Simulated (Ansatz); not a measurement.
**GaFe: how the settings move a single-point run**

Question: which choices in the input matter for GaFe?

Program: Ansatz 0.2.0. Level of theory: reference: DFT, PBEsol, PAW with Ansatz's default frozen-core files, scalar-relativistic. These are calculated values, not measurements.

## (1) Starting point

It takes space group P-6m2 (No. 187, hexagonal). Conventional cell: a = 2.748 Å, b = 2.748 Å, c = 4.031 Å, α = 90.00°, β = 90.00°, γ = 120.00°. Ga (site symmetry -6m2) has 6 Fe at 2.56 Å and 6 Ga at 2.75 Å in its first shell of neighbours. Fe (site symmetry -6m2) is surrounded by 6 Ga at 2.56 Å and 6 Fe at 2.75 Å.

Coordinates:

```cif
data_structure
_symmetry_space_group_name_H-M 'P-6m2'
_symmetry_Int_Tables_number 187
_cell_length_a 2.7481
_cell_length_b 2.7481
_cell_length_c 4.0308
_cell_angle_alpha 90.000
_cell_angle_beta 90.000
_cell_angle_gamma 120.000
_cell_volume 26.36
loop_
_atom_site_label
_atom_site_type_symbol
_atom_site_symmetry_multiplicity
_atom_site_Wyckoff_symbol
_atom_site_fract_x
_atom_site_fract_y
_atom_site_fract_z
_atom_site_occupancy
Ga1 Ga 1 b 0.00000 0.00000 0.50000 1
Fe1 Fe 1 e 0.66667 0.33333 0.00000 1
```

## (2) Baseline

input.yaml

```yaml
crystal:
  lattice:
    - [2.7481305258, 0.0, 0.0]
    - [-1.3740652629, 2.3799508482, 0.0]
    - [0.0, 0.0, 4.030782]
  atoms:
    - { symbol: Ga, position: [0.0, 0.0, 0.5] }
    - { symbol: Fe, position: [0.6666666667, 0.3333333333, 0.0], spin: 2.2, spin_axis: [1.0, 0.0, 0.0] }
magnetization:
  noncollinear: true
  spin_spiral: { q: [0.0, 0.0, 0.0] }
kpoints:
  mp_grid: { grid: [18, 18, 7] }
scf:
  occupations: { method: fermi_dirac, width: 0.03 }
  lower_state_search: "off"
hamiltonian:
  xc: pbesol
  pseudopotentials: { kind: paw }
output:
  eigenvalues: false
```

Run with:

```bash
$ ansatz run input.yaml --threads 2 --pin off --max-ram 5120MiB --backend cpu --events-out ev --progress --plain --runs-dir out
```

## (3) Variant: mp_grid.grid [9, 9, 3]

input.yaml: that of step 2 with these lines changed.

```diff
@@ -12,3 +12,3 @@
 kpoints:
-  mp_grid: { grid: [18, 18, 7] }
+  mp_grid: { grid: [9, 9, 3] }
 scf:
```

## (4) Changed: q [0.1666666667, 0.1666666667, 0.0], mp_grid.grid [9, 9, 3]

input.yaml: that of step 2 with these lines changed.

```diff
@@ -10,5 +10,5 @@
   noncollinear: true
-  spin_spiral: { q: [0.0, 0.0, 0.0] }
+  spin_spiral: { q: [0.1666666667, 0.1666666667, 0.0] }
 kpoints:
-  mp_grid: { grid: [18, 18, 7] }
+  mp_grid: { grid: [9, 9, 3] }
 scf:
```

**Question.** What will these runs give? Wanted: for each run, ending; energy change; abs. moment.

The runs gave:

| run | ending | energy change | abs. moment (μB) | cycles | time |
| --- | --- | --- | --- | --- | --- |
| reference | converged | 0 | 2.33 | 13 | 29 s |
| 1: mp_grid.grid [9, 9, 3] | converged | -15.6 meV/atom | 2.43 | 13 | 6.3 s |
| 2: q [0.1666666667, 0.1666666667, 0.0], mp_grid.grid [9, 9, 3] | converged | +44.5 meV/atom | 2.32 | 14 | 21 s |

Residual by cycle in the longest SCF loop of each run; runs are numbered as in the table. The quantity is the density residual dr2, in eV.

| cycle | reference | run 1 | run 2 |
| --- | --- | --- | --- |
| 1 | 1.97 | 1.86 | 1.92 |
| 2 | 2.27 | 2.01 | 2.34 |
| 3 | 0.113 | 0.103 | 0.108 |
| 5 | 0.00211 | 0.00189 | 0.00252 |
| 6 | 8.7e-5 | 7.3e-5 | 1.7e-4 |
| 7 | 6.4e-5 | 4.7e-5 | 3.8e-5 |
| 8 | 0.00288 | 0.00127 | 3.7e-5 |
| 9 | 0.00526 | 0.00333 | 0.00781 |
| 10 | 6.0e-6 | 8.8e-7 | 2.4e-4 |
| 12 | 1.8e-8 | 7.7e-9 | 1.1e-7 |
| 13 | 5.6e-9 | 7.7e-10 | 1.5e-8 |
| 14 | - | - | 2.9e-9 |

What this shows: Of the converged runs whose energies compare with the reference's, «q [0.1666666667, 0.1666666667, 0.0], mp_grid.grid [9, 9, 3]» moves the energy most (+44.5 meV/atom) and «mp_grid.grid [9, 9, 3]» least (-15.6 meV/atom). Of the variants the dearest is «q [0.1666666667, 0.1666666667, 0.0], mp_grid.grid [9, 9, 3]» (21 s), the cheapest «mp_grid.grid [9, 9, 3]» (6.3 s), on a shared host.
